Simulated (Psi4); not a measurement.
**One shape, several levels: SiHBrF (SMILES F[SiH]Br)**

Wanted: a comparison of 3 runs (UHF/3-21G, UB3LYP/6-31G*, U-wB97/def2-TZVPP) of SiHBrF. 

The results are computed with Psi4 1.11.

2 further runs of the same task are left out: 2 for a known fault of the program.

### Step 1. The system as given

SiHBrF has 4 atoms, charge 0, and is taken as a doublet. SMILES: `F[SiH]Br`. The shape is that of a PBE0-D4/def2-TZVP optimisation.

Bond lengths: F1–Si2 1.596 Å, Si2–Br3 2.211 Å, Si2–H4 1.491 Å. Angles: F1–Si2–Br3 108.9°, F1–Si2–H4 107.1°, Br3–Si2–H4 108.5°.

### Step 2. A single-point energy at UHF/3-21G (run 1)

brfhsi.xyz reads:

```xyz
4
BrFHSi
F     -1.077500    -0.285400     1.078300
Si    -0.289800    -0.254700    -0.309800
Br     1.852200    -0.643700     0.073700
H     -0.429400     1.123400    -0.862500
```

calc.py reads:

```python
import psi4

psi4.set_memory('1600 MB')
psi4.set_num_threads(1)
psi4.set_output_file('output.dat', False)

with open('brfhsi.xyz') as f:
    atoms = ''.join(f.readlines()[2:])
molecule = psi4.geometry('0 2\n' + atoms + 'symmetry c1\nno_reorient\nno_com')

options = {'reference': 'uhf', 'puream': True, 'e_convergence': 1e-09, 'd_convergence': 1e-08, 'scf_type': 'pk', 'maxiter': 200}
psi4.set_options(options)

result = psi4.energy("hf/3-21G", molecule=molecule)
print(f'total energy {result:.8f} hartree = {result * 27.211386:.5f} eV')
```

Run with:

```
$ python calc.py
```

output.dat:

```text
[...]
  Running in c1 symmetry.
[...]
  Nuclear repulsion =  225.521655781163076
[...]
  Multiplicity = 2
[...]
  Nalpha       = 30
  Nbeta        = 29
[...]
    Number of basis functions: 46
[...]
   @UHF iter   1: -2946.87184175340144   -1.94015e+00   9.87536e-03 DIIS/ADIIS
[...]
   @UHF iter  13: -2946.97073622154585    4.54747e-13   3.62553e-09 DIIS
[...]
   @S^2 Observed:                7.531664206E-01
[...]
    Orbital Energies [Eh]
    ---------------------
    Alpha Occupied:
       1A   -486.778432     2A    -68.404247     3A    -64.787559
       4A    -57.975813     5A    -57.974130     6A    -57.973901
       7A    -26.156563     8A     -9.784740     9A     -7.365786
      10A     -7.356921    11A     -7.356253    12A     -6.212132
      13A     -4.311428    14A     -4.304926    15A     -4.303169
      16A     -3.093235    17A     -3.090040    18A     -3.089762
      19A     -3.081018    20A     -3.081016    21A     -1.588843
      22A     -1.036621    23A     -0.768447    24A     -0.673346
      25A     -0.658177    26A     -0.622420    27A     -0.506101
      28A     -0.450352    29A     -0.431990    30A     -0.358942
    Alpha Virtual:
[...]
  @UHF Final Energy: -2946.97073622154585
   => Energetics <=
    Nuclear Repulsion Energy =            225.5216557811630764
    One-Electron Energy =               -4558.4228482858234202
    Two-Electron Energy =                1385.9304562831146086
    Total Energy =                      -2946.9707362215458488
  UHF NO Occupations:
  HONO-2 :   28  A 1.9996832
  HONO-1 :   29  A 1.9991032
[...]
 Multipole Moments:
 ------------------------------------------------------------------------------------
     Multipole            Electronic (a.u.)      Nuclear  (a.u.)        Total (a.u.)
 ------------------------------------------------------------------------------------
 L = 1.  Multiply by 2.5417464519 to convert [e a0] to [Debye]
 Dipole X            :        -96.1931117           95.7012112           -0.4919005
 Dipole Y            :         52.1115264          -52.0440024            0.0675240
 Dipole Z            :        -14.2042763           13.3877647           -0.8165116
 Magnitude           :                                                    0.9556238
[...]
```

The script printed:

```text
total energy -2946.97073622 hartree = -80191.15823 eV
```

Run time: 2 s. Hardware: 1 thread of Intel Xeon Platinum 8488C (Sapphire Rapids), shared host; peak memory 0.2 GiB.

### Step 3. A single-point energy at UB3LYP/6-31G(d) (Cartesian functions) (run 2)

calc.dat reads:

```
memory 1.6 GB

molecule system {
  0 2
  F     -1.077500    -0.285400     1.078300
  Si    -0.289800    -0.254700    -0.309800
  Br     1.852200    -0.643700     0.073700
  H     -0.429400     1.123400    -0.862500
  units angstrom
  symmetry c1
  no_reorient
  no_com
}

set basis 6-31G*
set reference uks
set puream false
set e_convergence 1e-09
set d_convergence 1e-08
set scf_type pk
set dft_radial_points 99
set dft_spherical_points 590
set maxiter 200

E, wfn = energy('b3lyp', return_wfn=True)
```

Run with:

```
$ psi4 calc.dat calc.out -n 1
```

calc.out:

```text
[...]
  Running in c1 symmetry.
[...]
  Nuclear repulsion =  225.521655781163076
[...]
  Multiplicity = 2
[...]
  Nalpha       = 30
  Nbeta        = 29
[...]
    Number of basis functions: 71
[...]
   @UKS iter   1: -2963.49769720175209   -1.38857e+00   2.34460e-02 ADIIS/DIIS
[...]
   @UKS iter  12: -2963.86578155465077   -4.54747e-12   6.06401e-09 DIIS
[...]
   @S^2 Observed:                7.515932446E-01
[...]
    Orbital Energies [Eh]
    ---------------------
    Alpha Occupied:
       1A   -482.870824     2A    -66.215906     3A    -62.530241
       4A    -56.350345     5A    -56.348183     6A    -56.347959
       7A    -24.711771     8A     -8.718061     9A     -6.545329
      10A     -6.537285    11A     -6.536695    12A     -5.360076
      13A     -3.720464    14A     -3.719144    15A     -3.716525
      16A     -2.639527    17A     -2.637230    18A     -2.636806
      19A     -2.630454    20A     -2.630450    21A     -1.202886
      22A     -0.798205    23A     -0.564858    24A     -0.471219
      25A     -0.458128    26A     -0.450209    27A     -0.377360
      28A     -0.328864    29A     -0.318197    30A     -0.237229
    Alpha Virtual:
[...]
  @UKS Final Energy: -2963.86578155465077
   => Energetics <=
    Nuclear Repulsion Energy =            225.5216557811630764
    One-Electron Energy =               -4572.0979852015825600
    Two-Electron Energy =                1481.7676308532822986
    DFT Exchange-Correlation Energy =     -99.0570829875133825
    Empirical Dispersion Energy =           0.0000000000000000
    VV10 Nonlocal Energy =                  0.0000000000000000
    Total Energy =                      -2963.8657815546507663
[...]
 Multipole Moments:
 ------------------------------------------------------------------------------------
     Multipole            Electronic (a.u.)      Nuclear  (a.u.)        Total (a.u.)
 ------------------------------------------------------------------------------------
 L = 1.  Multiply by 2.5417464519 to convert [e a0] to [Debye]
 Dipole X            :        -95.9528123           95.7012112           -0.2516011
 Dipole Y            :         52.1772737          -52.0440024            0.1332714
 Dipole Z            :        -13.8497940           13.3877647           -0.4620292
 Magnitude           :                                                    0.5427111
[...]
```

Wall time 9.6 s (1 thread of Intel Xeon Platinum 8488C (Sapphire Rapids), shared host); peak memory 0.6 GiB.

### Step 4. The energy at U-wB97/def2-TZVPP (run 3)

input.in reads:

```
memory 1600 mb

molecule {
  0 2
  F     -1.077500    -0.285400     1.078300
  Si    -0.289800    -0.254700    -0.309800
  Br     1.852200    -0.643700     0.073700
  H     -0.429400     1.123400    -0.862500
}

set globals {
  reference uks
  scf_type  pk
}

energy("wb97/def2-TZVPP")
print_variables()
```

Run with:

```
$ psi4 -i input.in -o input.out -n 1
```

input.out:

```text
[...]
  Running in c1 symmetry.
[...]
  Nuclear repulsion =  225.521655781163076
[...]
  Multiplicity = 2
[...]
  Nalpha       = 30
  Nbeta        = 29
[...]
    Number of basis functions: 135
[...]
   @UKS iter   1: -2963.98982868621624   -1.57439e+00   1.11902e-02 ADIIS/DIIS
[...]
   @UKS iter   9: -2964.32692677436444   -1.83244e-07   6.80664e-07 DIIS
[...]
   @S^2 Observed:                7.526115085E-01
[...]
    Orbital Energies [Eh]
    ---------------------
    Alpha Occupied:
       1A   -481.350046     2A    -65.756027     3A    -62.072785
       4A    -55.981701     5A    -55.979294     6A    -55.979103
       7A    -24.512903     8A     -8.657057     9A     -6.527939
      10A     -6.520662    11A     -6.520243    12A     -5.365770
      13A     -3.761679    14A     -3.760863    15A     -3.758211
      16A     -2.717153    17A     -2.715366    18A     -2.715042
      19A     -2.709688    20A     -2.709660    21A     -1.331167
      22A     -0.939280    23A     -0.698162    24A     -0.599875
      25A     -0.589785    26A     -0.577129    27A     -0.488386
      28A     -0.442308    29A     -0.429923    30A     -0.337524
    Alpha Virtual:
[...]
  @UKS Final Energy: -2964.32692677436444
   => Energetics <=
    Nuclear Repulsion Energy =            225.5216557811630764
    One-Electron Energy =               -4572.7139804700091190
    Two-Electron Energy =                1493.6239586813703681
    DFT Exchange-Correlation Energy =    -110.7585607668886496
    Empirical Dispersion Energy =           0.0000000000000000
    VV10 Nonlocal Energy =                  0.0000000000000000
    Total Energy =                      -2964.3269267743644377
[...]
 Multipole Moments:
 ------------------------------------------------------------------------------------
     Multipole            Electronic (a.u.)      Nuclear  (a.u.)        Total (a.u.)
 ------------------------------------------------------------------------------------
 L = 1.  Multiply by 2.5417464519 to convert [e a0] to [Debye]
 Dipole X            :          7.0987596           -7.2350292           -0.1362696
 Dipole Y            :         -2.4886532            2.6175702            0.1289171
 Dipole Z            :          0.9022336           -1.3423917           -0.4401582
 Magnitude           :                                                    0.4784644
[...]
```

It took 23 s on 1 thread of Intel Xeon Platinum 8488C (Sapphire Rapids), shared host; peak memory 1.1 GiB.

### Step 5. Overview of the runs

| run | level | Cartesian functions | integration grid | energy (Eh) | dipole moment (D) | HOMO energy (eV) | LUMO energy (eV) | wall time |
| --- | --- | --- | --- | --- | --- | --- | --- | --- |
| 1 | UHF/3-21G | no | – | -2946.970736 | 2.43 | -9.77 | 0.18 | 2 s |
| 2 | UB3LYP/6-31G* (Cartesian functions) | yes | 99 radial × 590 angular | -2963.865782 | 1.38 | -6.46 | -3.43 | 9.6 s |
| 3 | U-wB97/def2-TZVPP | no | 75 radial × 302 angular | -2964.326927 | 1.22 | -9.18 | -1.50 | 23 s |

### Step 6. Results

```
                                 quantity           value
                      run 3: total energy  -2964.32693 Eh
                     run 3: dipole moment          1.22 D
run 3: HOMO energy (highest over α and β)        -9.18 eV
 run 3: LUMO energy (lowest over α and β)        -1.50 eV
                              run 3: ⟨S²⟩           0.753
```

The dipole moment (its size) runs from 1.22 D (U-wB97/def2-TZVPP) to 2.43 D (UHF/3-21G). The two ends differ in method and basis. Totals of different functionals can't be ranked against each other. All runs together took 35 s, the longest 23 s.
